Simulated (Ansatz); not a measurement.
# Cu (fcc type): the cost of one run

Method: DFT, LDA, PAW with Ansatz's default frozen-core files, scalar-relativistic, in Ansatz 0.2.0.

**1. The structure to begin with**

The structure is cubic, space group Fm-3m (No. 225). Conventional cell: a = 3.518 Å, b = 3.518 Å, c = 3.518 Å, α = 90.00°, β = 90.00°, γ = 90.00°. Cu (site symmetry m-3m) is surrounded by 12 Cu at 2.49 Å.

Structure file:

```
CELL_PARAMETERS angstrom
0.00000 1.75884 1.75884
1.75884 0.00000 1.75884
1.75884 1.75884 0.00000
ATOMIC_POSITIONS crystal
Cu 0.00000 0.00000 0.00000
```

**2. Bulk cell relaxed, PAW**

Input file input.yaml:

```yaml
crystal:
  lattice:
    - [0.0, 1.7588396277, 1.7588396277]
    - [1.7588396277, 0.0, 1.7588396277]
    - [1.7588396277, 1.7588396277, 0.0]
  atoms:
    - { symbol: Cu, position: [0.0, 0.0, 0.0] }
kpoints:
  mp_grid: { grid: [21, 21, 21] }
scf:
  occupations: { method: fermi_dirac, width: 0.05 }
hamiltonian:
  xc: lda
  pseudopotentials: { kind: paw }
output:
  forces: true
  stress: true
relax:
  f_tol: 0.005
  max_steps: 40
  cell: {}
```

On the command line:

```console
ansatz run input.yaml --threads 1 --pin off --max-ram 3584MiB --backend cpu --events-out ev --progress --plain --runs-dir out
```

**Question.** How long does this run take on 1 thread of Intel Xeon Platinum 8488C (Sapphire Rapids), shared host, and how much memory does it need?

About 3.5 s, with a peak of 0.38 GiB.
